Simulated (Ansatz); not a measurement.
# H2OSTe (SMILES OS[TeH]): single points off equilibrium

Aim: energy, forces and dipole at a structure displaced at random from a GFN2-xTB minimum, from CCSD(T) and from density functionals.

Program: Ansatz 0.2.0, Gaussian basis. Level of theory: single points in def2-TZVPP. These are calculated values, not measurements.

Correlated methods freeze the cores. Filled d shells of the heavier atoms are correlated. Core potentials replace the inner electrons past krypton, and spin-orbit coupling is left out.

## Step 1: The system as given

SMILES `OS[TeH]`, 5 atoms, charge 0, spin multiplicity 1.

Atoms are counted from 1 here; the program's logs count them from 0.

Bond lengths: O1–S2 1.737 Å, O1–H4 0.919 Å, S2–Te3 2.401 Å, Te3–H5 1.588 Å. Angles: S2–O1–H4 111.3°, O1–S2–Te3 102.0°, S2–Te3–H5 90.1°.

As a file:

```xyz
5
charge 0, multiplicity 1
O    -0.9221   -1.1024   -0.3278
S    -0.7860    0.3521    0.6115
Te    1.2499    1.3029   -0.2354
H    -1.6741   -1.0892   -0.8562
H     2.0790    0.5075    0.8605
```

## Step 2: CCSD(T)/def2-TZVPP

The input, run/in.yaml:

```yaml
crystal:
  periodic: [false, false, false]
  atoms:
    - {symbol: O, position_ang: [-0.922100, -1.102400, -0.327800]}
    - {symbol: S, position_ang: [-0.786000, 0.352100, 0.611500]}
    - {symbol: Te, position_ang: [1.249900, 1.302900, -0.235400]}
    - {symbol: H, position_ang: [-1.674100, -1.089200, -0.856200]}
    - {symbol: H, position_ang: [2.079000, 0.507500, 0.860500]}
basis:
  gaussian: {orbitals: def2-TZVPP}
correlation: {method: ccsd_t}
output: {forces: true}
```

No record of the launch command was kept for these runs.

## Step 3: PBE0-D4/def2-TZVPP

Changes to run/in.yaml since step 2:

```diff
@@ -10,3 +10,3 @@
   gaussian: {orbitals: def2-TZVPP}
-correlation: {method: ccsd_t}
-output: {forces: true}
+hamiltonian: {xc: pbe0, dispersion: d4}
+output: {forces: true, orbitals: {seedname: orbitals}}
```

## Step 4: wB97M-V/def2-TZVPP

Changes to run/in.yaml since step 3:

```diff
@@ -10,3 +10,3 @@
   gaussian: {orbitals: def2-TZVPP}
-hamiltonian: {xc: pbe0, dispersion: d4}
-output: {forces: true, orbitals: {seedname: orbitals}}
+hamiltonian: {xc: {name: wB97M-V}}
+output: {forces: true}
```

## Step 5: r2SCAN-D4/def2-TZVPP

Changes to run/in.yaml since step 4:

```diff
@@ -10,3 +10,3 @@
   gaussian: {orbitals: def2-TZVPP}
-hamiltonian: {xc: {name: wB97M-V}}
+hamiltonian: {xc: r2scan, dispersion: d4}
 output: {forces: true}
```

## Step 6: PBE-D4/def2-TZVPP

Changes to run/in.yaml since step 5:

```diff
@@ -10,3 +10,3 @@
   gaussian: {orbitals: def2-TZVPP}
-hamiltonian: {xc: r2scan, dispersion: d4}
+hamiltonian: {xc: pbe, dispersion: d4}
 output: {forces: true}
```

## Step 7: revPBE-D4/def2-TZVPP

Changes to run/in.yaml since step 6:

```diff
@@ -10,3 +10,3 @@
   gaussian: {orbitals: def2-TZVPP}
-hamiltonian: {xc: pbe, dispersion: d4}
+hamiltonian: {xc: {name: revPBE}, dispersion: d4}
 output: {forces: true}
```

## Step 8: r2SCAN0-D4/def2-TZVPP

Changes to run/in.yaml since step 7:

```diff
@@ -10,3 +10,3 @@
   gaussian: {orbitals: def2-TZVPP}
-hamiltonian: {xc: {name: revPBE}, dispersion: d4}
+hamiltonian: {xc: {name: r2SCAN0}, dispersion: d4}
 output: {forces: true}
```

(Steps that only read results are left out.)

Q: Predict the outcome of this session. Wanted: energy less free atoms, CCSD(T)/def2-TZVPP; RMS force component; RMS force error; HOMO and LUMO, PBE0-D4; T1 diagnostic.

**Answer**, as computed:

| quantity | value |
| --- | --- |
| energy less free atoms, CCSD(T)/def2-TZVPP | -1197.1 kJ/mol |
| RMS force component | 1.266 to 1.434 eV/Å over the methods |
| RMS force error | PBE0-D4 0.172, wB97M-V 0.144, r2SCAN-D4 0.097, PBE-D4 0.263, revPBE-D4 0.294, r2SCAN0-D4 0.241 eV/Å |
| HOMO and LUMO, PBE0-D4 | -6.86 and -1.85 eV |
| T1 diagnostic | 0.015 |

In words: Against CCSD(T) the functionals' energies less atoms differ by -125.1 to -5.5 kJ/mol, PBE-D4 by -125.1 kJ/mol. A larger basis would deepen the CCSD(T) value, while the functionals are nearly converged already, so the order here is not reliable. On forces the order runs from r2SCAN-D4 to revPBE-D4. Frozen-core CCSD(T) forces in triple zeta carry basis errors of their own, and this is one geometry, so small gaps rank nothing.
